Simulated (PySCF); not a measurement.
**PrCl3(NH3): other functionals and bases at one geometry**

Aim: see how levels, charges and forces of PrCl3(NH3) depend on the level of theory. It is a constructed species; whether it can be made isn't addressed.

Program: PySCF 2.14.0. Level of theory: several levels, as the steps say, no spin–orbit coupling. These are calculated values, not measurements.

1 further run of the same task is left out (for a known fault of the program).

## 1. Where the work starts

8 atoms, charge 0, spin multiplicity 1.

Bond lengths: Pr1–Cl2 2.589 Å, Pr1–Cl3 2.589 Å, Pr1–Cl4 2.589 Å, Pr1–N5 2.583 Å, N5–H6 1.022 Å, N5–H7 1.022 Å, N5–H8 1.022 Å. Angles: Cl2–Pr1–Cl3 119.6°, Cl2–Pr1–Cl4 119.6°, Cl2–Pr1–N5 93.4°, Cl3–Pr1–Cl4 119.6°, Cl3–Pr1–N5 93.4°, Cl4–Pr1–N5 93.4°, Pr1–N5–H6 112.3°, Pr1–N5–H7 112.3°, Pr1–N5–H8 112.3°, H6–N5–H7 106.5°, H6–N5–H8 106.5°, H7–N5–H8 106.5°.

Geometry (Å):

```
Pr    0.0480   -0.0480    0.0480
Cl    1.1923    1.9735    1.1923
Cl   -1.9735   -1.1923    1.1923
Cl    1.1923   -1.1923   -1.9735
N    -1.4430    1.4430   -1.4430
H    -2.0531    2.0531   -0.8946
H    -0.8946    2.0531   -2.0531
H    -2.0531    0.8946   -2.0531
```

Formal oxidation states: Pr +3. Each metal's 2 4f electrons lie in its core potential, so multiplicities, spins and levels count the valence alone. An earlier session relaxed this geometry at PBE0, Pr lcecp-1-SVP with ECP48, Cl def2-SVP, N def2-SVP, H def2-SVP (singlet, point group C3v).

At PBE0 on the finer grid: E = -1469.349999 Eh, HOMO -8.35 eV, LUMO -1.20 eV, Mulliken charge on Pr1 +0.89 e, largest force component 0.002 eV/Å. 

Levels to run: revPBE; wB97X; PBE0, TZVP. Hardware: 2 threads of Arm Neoverse V2, shared host.

## 2. revPBE

Contents of run.py (the lines that set the calculation):

```python
mol = gto.M(atom='''
Pr     0.04800    -0.04800     0.04800
Cl     1.19233     1.97347     1.19233
Cl    -1.97347    -1.19233     1.19233
Cl     1.19233    -1.19233    -1.97347
N     -1.44302     1.44302    -1.44302
H     -2.05310     2.05310    -0.89462
H     -0.89462     2.05310    -2.05310
H     -2.05310     0.89462    -2.05310''',
    basis={'Pr': 'lcecp-1-SVP', 'Cl': 'def2-SVP', 'N': 'def2-SVP', 'H': 'def2-SVP'},
    ecp={'Pr': 'lcecp-1-SVP'},
    charge=0, spin=0)
mf = dft.RKS(mol, xc='PBE_R,PBE')
mf.grids.atom_grid = (75, 302)  # f atoms: unpruned, at least (60, 302)
mf = mf.density_fit()  # fitting sets: Pr AutoAux, Cl def2-universal-JKFIT, N def2-universal-JKFIT, H def2-universal-JKFIT
mf.conv_tol = 1e-08; mf.max_cycle = 55
mf.kernel(dm0)  # dm0: the density of the relaxed state
```

Launch:

```sh
$ OMP_NUM_THREADS=2 python run.py
```

The program printed:

```text
init E= -1469.63050548287
  HOMO = -0.25223313150617  LUMO = -0.0680702499778961  gap/eV = 5.01133
cycle= 1 E= -1469.63120277982  delta_E= -0.000697  |g|= 0.0718  |ddm|= 0.263
  HOMO = -0.258053293694479  LUMO = -0.0590462535252704  gap/eV = 5.41526
cycle= 2 E= -1469.62613292226  delta_E= 0.00507  |g|= 0.14  |ddm|= 0.313
  HOMO = -0.253013064528952  LUMO = -0.0639320037650059  gap/eV = 5.14516
cycle= 3 E= -1469.63309514924  delta_E= -0.00696  |g|= 0.00494  |ddm|=  0.2
  HOMO = -0.253606881841819  LUMO = -0.0643082331786685  gap/eV = 5.15108
cycle= 4 E= -1469.63310277014  delta_E= -7.62e-06  |g|= 0.00149  |ddm|= 0.0105
  HOMO = -0.253567353511522  LUMO = -0.0643454160915947  gap/eV = 5.14899
cycle= 5 E= -1469.63310316307  delta_E= -3.93e-07  |g|= 0.000756  |ddm|= 0.00188
  HOMO = -0.253557989437727  LUMO = -0.0643188830558813  gap/eV = 5.14946
cycle= 6 E= -1469.63310329354  delta_E= -1.3e-07  |g|= 9.76e-05  |ddm|= 0.000671
  HOMO = -0.253565444772841  LUMO = -0.0643211200037168  gap/eV = 5.14960
cycle= 7 E= -1469.63310329609  delta_E= -2.55e-09  |g|= 1.21e-05  |ddm|= 0.00011
  HOMO = -0.253566200213504  LUMO = -0.0643194335844134  gap/eV = 5.14967
Extra cycle  E= -1469.63310329604  delta_E= 5.64e-11  |g|= 1.89e-05  |ddm|= 3.48e-05
converged SCF energy = -1469.63310329604
```

It took 8.3 s on 2 threads of Arm Neoverse V2, shared host.

Result: E = -1469.633103 Eh, HOMO -6.90 eV, LUMO -1.75 eV, Mulliken charge on Pr1 +0.75 e, largest force component 0.233 eV/Å. 

## 3. wB97X

run.py (the lines that set the calculation): that of step 2 with these lines changed.

```diff
@@ -12,3 +12,3 @@
     charge=0, spin=0)
-mf = dft.RKS(mol, xc='PBE_R,PBE')
+mf = dft.RKS(mol, xc='WB97X')
 mf.grids.atom_grid = (75, 302)  # f atoms: unpruned, at least (60, 302)
```

Launch:

```sh
$ OMP_NUM_THREADS=2 python run.py
```

The program printed:

```text
init E= -1469.85455351255
  HOMO = -0.395783578085935  LUMO = 0.0211755220104344  gap/eV = 11.34604
cycle= 1 E= -1469.85742599678  delta_E= -0.00287  |g|= 0.0341  |ddm|= 0.174
  HOMO = -0.391218978847374  LUMO = 0.017406852344255  gap/eV = 11.11928
cycle= 2 E= -1469.85767354052  delta_E= -0.000248  |g|= 0.0218  |ddm|= 0.0865
  HOMO = -0.39378110282316  LUMO = 0.0185637242500718  gap/eV = 11.22047
cycle= 3 E= -1469.85781382726  delta_E= -0.00014  |g|= 0.00304  |ddm|= 0.0315
  HOMO = -0.393782253399211  LUMO = 0.0182777614870595  gap/eV = 11.21272
cycle= 4 E= -1469.85781907042  delta_E= -5.24e-06  |g|= 0.000375  |ddm|= 0.00811
  HOMO = -0.393725301826414  LUMO = 0.0182753597076228  gap/eV = 11.21111
cycle= 5 E= -1469.85781920667  delta_E= -1.36e-07  |g|= 0.000153  |ddm|= 0.00118
  HOMO = -0.393735514773763  LUMO = 0.0182630288017727  gap/eV = 11.21105
cycle= 6 E= -1469.857819227  delta_E= -2.03e-08  |g|= 3.8e-05  |ddm|= 0.000539
  HOMO = -0.393733829166349  LUMO = 0.0182636901295545  gap/eV = 11.21102
cycle= 7 E= -1469.85781922774  delta_E= -7.48e-10  |g|= 1.72e-05  |ddm|= 9.41e-05
  HOMO = -0.393733460676289  LUMO = 0.0182646664868145  gap/eV = 11.21104
Extra cycle  E= -1469.85781922779  delta_E= -4.09e-11  |g|= 1.5e-05  |ddm|= 2.8e-05
converged SCF energy = -1469.85781922779
```

It took 11 s on 2 threads of Arm Neoverse V2, shared host.

Read off: E = -1469.857819 Eh, HOMO -10.71 eV, LUMO 0.50 eV, Mulliken charge on Pr1 +0.90 e, largest force component 0.074 eV/Å. 

## 4. PBE0, TZVP

Basis: Pr lcecp-1-TZVP with ECP48, Cl def2-TZVP, N def2-TZVP, H def2-TZVP. 

run.py (the lines that set the calculation): that of step 3 with these lines changed.

```diff
@@ -9,6 +9,6 @@
 H     -2.05310     0.89462    -2.05310''',
-    basis={'Pr': 'lcecp-1-SVP', 'Cl': 'def2-SVP', 'N': 'def2-SVP', 'H': 'def2-SVP'},
-    ecp={'Pr': 'lcecp-1-SVP'},
+    basis={'Pr': 'lcecp-1-TZVP', 'Cl': 'def2-TZVP', 'N': 'def2-TZVP', 'H': 'def2-TZVP'},
+    ecp={'Pr': 'lcecp-1-TZVP'},
     charge=0, spin=0)
-mf = dft.RKS(mol, xc='WB97X')
+mf = dft.RKS(mol, xc='PBE0')
 mf.grids.atom_grid = (75, 302)  # f atoms: unpruned, at least (60, 302)
@@ -16,2 +16,2 @@
 mf.conv_tol = 1e-08; mf.max_cycle = 55
-mf.kernel(dm0)  # dm0: the density of the relaxed state
+mf.kernel(dm0)  # dm0: free metal ions and neutral atoms
```

Launch:

```sh
$ OMP_NUM_THREADS=2 python run.py
```

The program printed:

```text
init E= -1483.03112271937
  HOMO = -0.319465508781245  LUMO = -0.0708305313237376  gap/eV = 6.76570
cycle= 1 E= -1469.81160299862  delta_E= 13.2  |g|= 1.19  |ddm|= 2.15
  HOMO = -0.329591501466477  LUMO = -0.0461113364735975  gap/eV = 7.71389
cycle= 2 E= -1469.83867008864  delta_E= -0.0271  |g|= 0.575  |ddm|= 0.712
  HOMO = -0.300192602487781  LUMO = -0.0598415383376137  gap/eV = 6.54029
cycle= 3 E= -1469.86308819114  delta_E= -0.0244  |g|= 0.239  |ddm|= 0.525
  HOMO = -0.310364428639298  LUMO = -0.047514590760637  gap/eV = 7.15251
cycle= 4 E= -1469.88047638097  delta_E= -0.0174  |g|= 0.0106  |ddm|= 0.24
  HOMO = -0.31280681299918  LUMO = -0.0485535432518224  gap/eV = 7.19070
cycle= 5 E= -1469.88050475359  delta_E= -2.84e-05  |g|= 0.00433  |ddm|= 0.02
  HOMO = -0.312336476891233  LUMO = -0.0482803644500378  gap/eV = 7.18533
cycle= 6 E= -1469.88050910346  delta_E= -4.35e-06  |g|= 0.00107  |ddm|= 0.00397
  HOMO = -0.312327644400478  LUMO = -0.0482563951643057  gap/eV = 7.18574
cycle= 7 E= -1469.88050933371  delta_E= -2.3e-07  |g|= 0.0004  |ddm|= 0.00121
  HOMO = -0.312342865706772  LUMO = -0.0482538575800917  gap/eV = 7.18623
cycle= 8 E= -1469.88050936643  delta_E= -3.27e-08  |g|= 6.36e-05  |ddm|= 0.00025
  HOMO = -0.31234253563926  LUMO = -0.04825683894543  gap/eV = 7.18614
cycle= 9 E= -1469.88050936735  delta_E= -9.22e-10  |g|= 1.86e-05  |ddm|= 7.29e-05
  HOMO = -0.312341003720208  LUMO = -0.0482570152253196  gap/eV = 7.18609
Extra cycle  E= -1469.88050936734  delta_E= 1.18e-11  |g|= 2.03e-05  |ddm|= 3.31e-05
converged SCF energy = -1469.88050936734
```

It took 23 s on 2 threads of Arm Neoverse V2, shared host.

It gives: E = -1469.880509 Eh, HOMO -8.50 eV, LUMO -1.31 eV, Mulliken charge on Pr1 +1.40 e, largest force component 0.217 eV/Å. 

## 5. Results

| level | state | HOMO (eV) | gap (eV) | charge on Pr1 (e) | dipole (D) | largest force (eV/Å) | basis functions | time |
| --- | --- | --- | --- | --- | --- | --- | --- | --- |
| PBE0 (relaxed here) | singlet | -8.35 | 7.15 | 0.89 | 4.94 | 0.00 | 116 | 26 s |
| revPBE | singlet | -6.90 | 5.15 | 0.75 | 4.90 | 0.23 | 116 | 8.3 s |
| wB97X | singlet | -10.71 | 11.21 | 0.90 | 4.92 | 0.07 | 116 | 11 s |
| PBE0, TZVP | singlet | -8.50 | 7.19 | 1.40 | 4.84 | 0.22 | 207 | 23 s |

Times are on 2 threads of Arm Neoverse V2, shared host; the first row also made further properties.

In one basis the HOMO–LUMO gap runs from 5.15 eV (revPBE) to 11.21 eV (wB97X). The largest leftover force, 0.23 eV/Å with revPBE, stands at a geometry relaxed at another level. The Mulliken charge on Pr spans +0.75 to +1.40 e over the levels. With 4f in the core, its levels are missing from HOMO and gap. Total energies of different levels can't be compared. Spin–orbit coupling is left out throughout.
